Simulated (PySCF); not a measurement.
# CrH₂: relaxation and vibrations of the triplet

Aim: relax CrH₂ as a triplet from a side-on start, check by its vibrations whether the end is a minimum, and collect its spectrum and constants.

Computed with PySCF 2.14.0. Level: PBE0, basis Cr def2-TZVP, H def2-TZVP, no relativity, density fitting.

## 1. The starting structure

3 atoms, charge 0, spin multiplicity 3.

Bond lengths: Cr1–H2 1.571 Å, Cr1–H3 1.571 Å, H2–H3 0.840 Å. Angles: H2–Cr1–H3 31.0°, Cr1–H2–H3 74.5°, Cr1–H3–H2 74.5°.

```xyz
3
charge 0 multiplicity 3
Cr    0.0000    0.0000    0.0000
H     0.4200    0.0000    1.5136
H    -0.4200    0.0000    1.5136
```

## 2. The SCF at the typed geometry

One driver script runs all steps and calls PySCF; scf.py shows how it sets up the SCF of each step. The optimiser is the driver's own. After this first run the driver tries any further starts and a stability analysis.

Contents of scf.py:

```python
from pyscf import gto, scf, dft
mol = gto.M(atom='''
Cr     0.000000     0.000000     0.000000
H      0.420000     0.000000     1.513610
H     -0.420000     0.000000     1.513610''',
    basis={'Cr': 'def2-TZVP', 'H': 'def2-TZVP'},
    charge=0, spin=2)
mf = dft.UKS(mol, xc='PBE0')
mf.grids.atom_grid = (50, 194)
aux = {'Cr': 'def2-universal-JKFIT', 'H': 'def2-universal-JKFIT'}
mf = mf.density_fit(auxbasis=aux)
mf.conv_tol = 1e-08
mf.diis_space = 10
mf.max_cycle = 60
mf.init_guess = 'minao'
mf.verbose = 4
mf.kernel()
```

Run with:

```console
> OMP_NUM_THREADS=2 python axn.py task.json out
```

Output:

```text
init E= -1044.90054519347
[... the frontier-level lines of each cycle are left out ...]
cycle= 1 E= -1044.6327854607  delta_E= 0.268  |g|= 1.39  |ddm|= 1.59
cycle= 2 E= -1038.8753565495  delta_E= 5.76  |g|= 3.16  |ddm|= 7.25
cycle= 3 E= -1044.98569449805  delta_E= -6.11  |g|= 0.787  |ddm|=  7.2
cycle= 4 E= -1044.40878982786  delta_E= 0.577  |g|= 1.34  |ddm|= 2.55
cycle= 5 E= -1045.11675783714  delta_E= -0.708  |g|= 0.642  |ddm|= 1.56
cycle= 6 E= -1045.19957810242  delta_E= -0.0828  |g|= 0.462  |ddm|= 0.29
cycle= 7 E= -1045.26747051927  delta_E= -0.0679  |g|= 0.203  |ddm|= 0.404
cycle= 8 E= -1045.2844891517  delta_E= -0.017  |g|= 0.0198  |ddm|= 0.268
cycle= 9 E= -1045.28532938521  delta_E= -0.00084  |g|= 0.0139  |ddm|= 0.0861
cycle= 10 E= -1045.28575622995  delta_E= -0.000427  |g|= 0.00786  |ddm|= 0.0448
cycle= 11 E= -1045.28622775521  delta_E= -0.000472  |g|= 0.00519  |ddm|= 0.0619
cycle= 12 E= -1045.28662260731  delta_E= -0.000395  |g|= 0.00538  |ddm|= 0.0565
cycle= 13 E= -1045.28720591875  delta_E= -0.000583  |g|= 0.00373  |ddm|= 0.0932
cycle= 14 E= -1045.2876481621  delta_E= -0.000442  |g|= 0.00302  |ddm|= 0.0944
cycle= 15 E= -1045.28768846571  delta_E= -4.03e-05  |g|= 0.00274  |ddm|= 0.0159
cycle= 16 E= -1045.28800540225  delta_E= -0.000317  |g|= 0.00551  |ddm|= 0.15
cycle= 17 E= -1045.28800987652  delta_E= -4.47e-06  |g|= 0.0037  |ddm|= 0.00896
cycle= 18 E= -1045.28802553279  delta_E= -1.57e-05  |g|= 0.00253  |ddm|= 0.0269
cycle= 19 E= -1045.28802836523  delta_E= -2.83e-06  |g|= 0.00103  |ddm|= 0.00237
cycle= 20 E= -1045.28802872692  delta_E= -3.62e-07  |g|= 0.00103  |ddm|= 0.00504
cycle= 21 E= -1045.28802941317  delta_E= -6.86e-07  |g|= 0.000155  |ddm|= 0.00209
cycle= 22 E= -1045.28802943583  delta_E= -2.27e-08  |g|= 1.85e-05  |ddm|= 0.000833
cycle= 23 E= -1045.28802943667  delta_E= -8.43e-10  |g|= 2.62e-05  |ddm|= 0.000116
Extra cycle  E= -1045.2880294368  delta_E= -1.33e-10  |g|= 3.51e-05  |ddm|= 6.24e-05
converged SCF energy = -1045.2880294368  <S^2> = 3.0359136  2S+1 = 3.6254178
```

This step, with its further starts and checks, needed 12 s of wall time on 2 threads of Arm Neoverse V1, shared host.

Energies from each starting density:

```csv
start,energy (Eh)
the minimal-basis guess,-1045.288029
a thermally smeared density,-1045.288029
a smeared PBE density,-1045.288029
```

The test of internal stability and the other starts found no lower solution of this spin.

## 3. Relaxation: side-on start, triplet

The program finds C2v symmetry in the start, which this walk keeps. The walk stops when the largest gradient is under 0.0003 Eh/bohr and the energy has settled too.

scf.py, as its differences from that of step 2:

```diff
@@ -3,3 +3,3 @@
-Cr     0.000000     0.000000     0.000000
-H      0.420000     0.000000     1.513610
-H     -0.420000     0.000000     1.513610''',
+Cr     0.000000     0.000000    -0.056544
+H      0.420000     0.000000     1.457066
+H     -0.420000     0.000000     1.457066''',
@@ -15 +14,0 @@
-mf.init_guess = 'minao'
```

Steps of the walk:

```csv
step,energy (Eh),change (kJ/mol),largest symmetric gradient (Eh/bohr)
0,-1045.288029,0.00,0.03461
1,-1045.291787,-9.86,0.01898
2,-1045.293263,-13.74,0.00533
3,-1045.293389,-14.07,0.00098
4,-1045.293392,-14.08,0.00015
5,-1045.293392,-14.08,0.00009
```

The walk took 5.4 s.

Geometry (Å) and forces (eV/Å) at some steps:

```
step 0
Cr   0.000   0.000  -0.057   0.000   0.000  -1.780
H    0.420   0.000   1.457   1.593   0.000   0.890
H   -0.420   0.000   1.457  -1.593   0.000   0.890
step 1
Cr   0.000   0.000  -0.074   0.000   0.000  -0.976
H    0.450   0.000   1.466   0.726   0.000   0.488
H   -0.450   0.000   1.466  -0.726   0.000   0.488
step 3
Cr   0.000   0.000  -0.101   0.000   0.000  -0.050
H    0.483   0.000   1.479   0.025   0.000   0.025
H   -0.483   0.000   1.479  -0.025   0.000   0.025
step 5
Cr   0.000   0.000  -0.102   0.000   0.000  -0.005
H    0.485   0.000   1.480  -0.003   0.000   0.002
H   -0.485   0.000   1.480   0.003   0.000   0.002
```

End point (C2v, 5 steps, 14.1 kJ/mol gained): Cr–H 1.655 Å (×2), H–H 0.970 Å; Cr–H–H 73.0° (×2), H–Cr–H 34.1°.

## 4. Is it a minimum? Harmonic modes

On the finer grid the gradient is checked again; gradients at displacements of ±0.02 bohr then give force constants and infrared intensities.

scf.py, as its differences from that of step 3:

```diff
@@ -3,3 +3,3 @@
-Cr     0.000000     0.000000    -0.056544
-H      0.420000     0.000000     1.457066
-H     -0.420000     0.000000     1.457066''',
+Cr    -0.000000     0.000000    -0.059978
+H      0.484198     0.000000     1.523487
+H     -0.484198     0.000000     1.523487''',
@@ -9 +9 @@
-mf.grids.atom_grid = (50, 194)
+mf.grids.atom_grid = (75, 302)
@@ -12 +12 @@
-mf.conv_tol = 1e-08
+mf.conv_tol = 1e-10
```

The driver hands on the density of the step before, so the log starts near convergence.

Log of the central SCF (cycles and frontier levels):

```text
init E= -1045.29343118671
[... the frontier-level lines of each cycle are left out ...]
cycle= 1 E= -1045.29343118667  delta_E= 4.27e-11  |g|= 1.27e-05  |ddm|= 1.53e-05
cycle= 2 E= -1045.29343118631  delta_E= 3.55e-10  |g|= 3.49e-05  |ddm|= 3.74e-05
cycle= 3 E= -1045.29343118672  delta_E= -4.07e-10  |g|= 3.76e-07  |ddm|= 2.82e-05
cycle= 4 E= -1045.29343118673  delta_E= -4.55e-12  |g|= 2.72e-07  |ddm|= 3.53e-06
Extra cycle  E= -1045.29343118672  delta_E= 2.27e-12  |g|= 5.39e-07  |ddm|= 8.53e-07
converged SCF energy = -1045.29343118672  <S^2> = 3.1206648  2S+1 = 3.6718741
```

The whole step took 18 s.

Geometry: C2v; Cr–H 1.656 Å (×2), H–H 0.968 Å; Cr–H–H 73.0° (×2), H–Cr–H 34.0°.

Harmonic modes (main isotopes):

```csv
symmetry,ω (cm⁻¹),IR (km/mol),μ (u)
a1,802,880,1.03
b2,1826,44.8,1.01
a1,1914,517,1.02
```

All wavenumbers are real: a minimum.

Constants and moments:

```yaml
Dipole_moment: 0.52 D
Highest_occupied_level: -4.25 eV
Lowest_empty_level: -2.47 eV
Rotational_constants: 35.67, 3.465, 3.158 cm⁻¹
Zero-point_energy: 27.2 kJ/mol
Principal_polarisabilities: 44.8, 68.4, 94.3 bohr³
Atomisation_energy_without_zero-point_energy: 173 kJ/mol
Principal_traceless_quadrupole_moments_about_the_centre_of_mass: -1.30, 0.47, 0.84 D Å
Entropy_at_298.15_K_and_1_bar_electronic_part_spin_only: 221.8 J/(mol K)
Heat_capacity_Cp_at_298.15_K: 36.1 J/(mol K)
Enthalpy_at_298.15_K_above_0_K: 10.13 kJ/mol
Rotational_symmetry_number: 2
Spin_squared_⟨S²⟩: 3.121
```

Charges (e) and bond orders:

```csv
atom,Mulliken,Löwdin,polar tensor,spin (Mulliken),Mayer order to Cr1
Cr1,-0.03,-0.09,-0.09,2.22,–
"H2,3",0.02,0.04,0.05,-0.11,0.52
```

Outer orbital energies (eV). α occupied: -51.82, -51.10, -50.99, -12.41, -7.09, -6.91, -6.71, -6.56; empty: -2.47, -1.48, -0.13, 1.11. β occupied: -571.11, -76.54, -48.29, -47.43, -46.33, -12.79, -4.96, -4.25; empty: -0.96, -0.37, -0.19, 0.08.

Mulliken populations on Cr1: s 7.08, p 12.18, d 4.78, f 0.00.

## 5. Results

| quantity | value |
| --- | --- |
| minimum | broken-symmetry (Ms = 1), C2v |
| geometry | Cr–H 1.656 Å (×2), H–H 0.968 Å; Cr–H–H 73.0° (×2), H–Cr–H 34.0° |
| wavenumbers (cm⁻¹) | 802 (a1), 1826 (b2), 1914 (a1) |
| dipole moment | 0.52 D |
| highest occupied, lowest empty level (either spin) | -4.25, -2.47 eV |
| polar-tensor charge of Cr1 | -0.09 e |
| zero-point energy | 27.2 kJ/mol |
| entropy at 298.15 K | 221.8 J/(mol K) |
| atomisation energy (no zero-point energy) | 173 kJ/mol |
| ⟨S²⟩ | 3.121 |

**Reading.** The side-on start keeps its C2v symmetry and ends in a minimum. The determinant is spin-contaminated (⟨S²⟩ = 3.12 against 2.00), so it is no pure spin state. The strongest infrared band lies at 802 cm⁻¹ (a1). Other starts or spin states, not run here, may lie lower. Open d and f shells are described by one determinant, and the ground state may have another occupation or spin.

The search up to here took 36 s.
